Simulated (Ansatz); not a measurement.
Wanted: the native input for an Ansatz 0.2.0 run.

- Task: band structure
- Functional: HSE03
- Potentials or basis: Ansatz PAW
- Cutoff: 420 eV (not typed: the program's choice for these potentials)
- k mesh: 4 × 4 × 4
- Occupations: fermi-dirac, width 0.05 eV
- Spin: no spin polarisation
- Path: [["G", "X", "M", "G", "R", "X"], ["M", "R"]]
- Points for each segment of the path: 4

Crystal: TaF3.

```xyz
4
Lattice="3.9012 0.0000 0.0000 0.0000 3.9012 0.0000 0.0000 0.0000 3.9012" Properties=species:S:1:pos:R:3 pbc="T T T"
Ta    0.0000    0.0000    0.0000
F     0.0000    0.0000    1.9506
F     0.0000    1.9506    0.0000
F     1.9506    0.0000    0.0000
```

The input as run:

input.yaml

```yaml
crystal:
  lattice:
    - [3.9012, 0.0, 0.0]
    - [0.0, 3.9012, 0.0]
    - [0.0, 0.0, 3.9012]
  atoms:
    - { symbol: Ta, position: [0.0, 0.0, 0.0] }
    - { symbol: F, position: [0.0, 0.0, 0.5] }
    - { symbol: F, position: [0.0, 0.5, 0.0] }
    - { symbol: F, position: [0.5, 0.0, 0.0] }
hamiltonian:
  xc: { exchange: pbe, correlation: pbe, exx: { coeff: 0.25, omega: 0.3 } }
  pseudopotentials: { kind: paw }
kpoints:
  mp_grid: { grid: [4, 4, 4] }
  band_path:
    path:
      - [[0.0, 0.0, 0.0], [0.0, 0.5, 0.0], [0.5, 0.5, 0.0], [0.0, 0.0, 0.0], [0.5, 0.5, 0.5], [0.0, 0.5, 0.0]]
      - [[0.5, 0.5, 0.0], [0.5, 0.5, 0.5]]
    npoints: 4
scf:
  occupations: { method: fermi_dirac, width: 0.05 }
  n_extra_bands: 10
output:
  forces: true
  stress: true
  eigenvalues: true
  fatbands: false
  write_density: true
  write_potential: true
  elf: true
  volumetric_format: npy
```

Potentials or basis: Ansatz PAW.

The run is started by

```console
$ ansatz run input.yaml --threads 2 --pin off --max-ram 5632MiB --backend cpu --events-out ev --progress --plain --runs-dir out
```

Results of the run:

| Property | Result |
| --- | --- |
| Pressure | 22.4 GPa |
| Band gap on the k mesh | none (metal or under the smearing width) |

Caveat: the k mesh is coarse (spacing up to 0.40 Å⁻¹), so the values aren't converged, least of all with exact exchange; so large a pressure means that the cell lies far from this level's equilibrium, or that cutoff or potentials fall short; spin-orbit coupling is left out, which moves the levels of the heavy elements; the PAW data sets come from PBE, with cores solved anew for the run's functional, which leaves a small shift of forces and pressure; the thresholds are loose for stress.

Wall time 2.4 min on 2 threads of Intel(R) Xeon(R) Processor @ 2.70GHz (shared host), peak memory 0.83 GiB.
